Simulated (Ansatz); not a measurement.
Working through a single point of Li₃ClO (distorted cell)

Program: Ansatz's Python interface.

`li3clo.xyz`
```text
5
Lattice="3.85594 0.02756 0.00956 0.02756 3.96358 -0.00768 0.00956 -0.00768 3.88927" Properties=species:S:1:pos:R:3 pbc="T T T"
Li    3.82836453    2.05210485    1.95108230
Li    1.99041011    0.02403776    1.96341576
Li    1.86439993    1.98142157    3.86079783
Cl    0.00744797    0.02795158    0.00190854
O     1.92929163    1.96986928    1.97458842
```

Notebook, run cell by cell (the value of a cell's last expression is shown):

```python
from pathlib import Path

import ansatz as az
import numpy as np
import pandas as pd

xtal = az.Crystal.from_extxyz('li3clo.xyz')
```

```python
# settings of the run
calc = (
    xtal.calculation()
    .functional('lda')
    .basis(260)
    .kpoints(2)
    .occupations('Fixed')
    .mixing('broyden')
    .scf(extra_bands=8, self_checks='low')
    .density()
    .potential()
    .electron_localization_function()
    .output_files(volumetric_format='npy')
    .band_table()
    .forces()
)
planned = calc.session().plan(threads=1)
facts = planned.describe()
print('plan:', facts['n_bands'], 'bands,', len(facts['kpoints_frac']), 'k-points, plane waves', facts['n_pw_range'], 'grid', facts['fft_dense'])
res = planned.execute()
data = res.report
```

    DeckWarning: basis.ecutwfc = 260 eV is below the records' recommended 420 eV, and the density's cutoff is lower with it unless basis.ecutrho_ratio is high enough to keep the records' density cutoff: compare with a run at a higher cutoff
    plan: 19 bands, 8 k-points, plane waves [552, 572] grid [24, 24, 24]

```python
[(site.symbol, site.position_frac.round(4).tolist()) for site in res.lattice.sites]
```

    [(<Element.LI: 'Li'>, [0.988, 0.5118, 0.5002]), (<Element.LI: 'Li'>, [0.5149, 0.0035, 0.5036]),
     (<Element.LI: 'Li'>, [0.4775, 0.4985, 0.9925]), (<Element.CL: 'Cl'>, [0.0019, 0.007, 0.0005]),
     (<Element.O: 'O'>, [0.4955, 0.4945, 0.5075])]

```python
data['n_kpoints'], data['n_symmetry_ops'], data['n_pw']
```

    (8, 1, 571)

```python
data['mixing_algorithm'], data['preconditioner'], data['eigensolver']
```

    ('Broyden', 'Resta', 'band_cg')

```python
for key in ('converged', 'n_iterations', 'n_electrons', 'n_kpoints', 'n_pw', 'n_symmetry_ops', 'free_energy_ev', 'fermi_energy_ev'):
    print(f'{key:18s} {data[key]}')
```

    converged          True
    n_iterations       7
    n_electrons        22.0
    n_kpoints          8
    n_pw               571
    n_symmetry_ops     1
    free_energy_ev     -2209.354378199313
    fermi_energy_ev    2.737712575859267

```python
folder = Path(res.write_results('fields'))
print('densities in e/A^3, potentials in eV, ELF without unit')
for name in sorted(p.name for p in folder.glob('*.npy')):
    field = np.load(folder / name)
    print(f'{name:16s} {str(field.shape):16s} min {field.min():10.4f}  mean {field.mean():10.4f}  max {field.max():10.4f}')
```

    densities in e/A^3, potentials in eV, ELF without unit
    elf.npy          (24, 24, 24)     min     0.0075  mean     0.3246  max     0.9981
    rho.npy          (24, 24, 24)     min    -0.2275  mean     0.3701  max     9.1010
    v_es.npy         (24, 24, 24)     min   -57.2901  mean     1.6859  max     8.2703
    v_tot.npy        (24, 24, 24)     min   -84.5136  mean    -7.5816  max     1.3628

```python
fermi = data['fermi_energy_ev']
print('levels less the Fermi level (eV) at the first k-points (first spin channel where there are two)')
for k, levels in list(zip(data['kpoints_frac'], data['eigenvalues_ev']))[:3]:
    print('k = ({:.3f}, {:.3f}, {:.3f})'.format(*k))
    print('   ', ' '.join(f'{e - fermi:.3f}' for e in levels))
```

    levels less the Fermi level (eV) at the first k-points (first spin channel where there are two)
    k = (0.000, 0.000, 0.000)
        -42.579 -42.431 -42.371 -15.030 -14.062 -2.992 -2.880 -2.818 -0.572 -0.554 -0.461 4.568 6.814 6.930 11.278 11.404 11.617 11.829 11.874
    k = (0.000, 0.000, -0.500)
        -42.575 -42.423 -42.383 -14.866 -14.256 -3.428 -2.302 -2.162 -1.167 -1.135 -1.069 6.239 6.335 8.584 8.815 9.019 10.611 10.901 12.848
    k = (0.000, -0.500, 0.000)
        -42.571 -42.437 -42.373 -14.853 -14.274 -3.392 -2.241 -2.195 -1.162 -1.152 -1.063 6.332 6.418 8.679 8.850 9.078 10.821 10.930 12.941

```python
# forces, one row an atom
table = pd.DataFrame(data['forces_ev_ang'], columns=['fx', 'fy', 'fz'])
table.insert(0, 'atom', [site['symbol'] for site in data['lattice']['sites']])
table.round(4)
```

      atom      fx      fy      fz
    0   Li  0.1582 -0.0863 -0.0082
    1   Li -0.1272 -0.0022 -0.0175
    2   Li  0.0301 -0.0300  0.2175
    3   Cl -0.0348 -0.1017  0.0424
    4    O -0.0264  0.2201 -0.2342

The settings weren't tested for convergence. The cutoff lies under the one recommended for these potentials. The Fermi level of a run with fixed occupations marks the highest occupied state on its mesh, not mid-gap. Energy and stress may still move on a finer k-point mesh. The zero of the levels is a convention of the potentials, so an absolute Fermi energy is no work function. Densities and potentials on the grid are those of the valence electrons, and inside the cores they hang on the potentials used. The cell is a database structure, distorted on purpose. Gaps and levels are Kohn-Sham values on a finite set of k-points. Warnings are shown shortened and without file and line. Finished in 1.6 s on 1 thread of AMD EPYC 7R43 64-Core Processor (Zen 3), on a shared host, peak memory 0.39 GiB.

(Lines on the test bed's own set-up are left out of the output.)
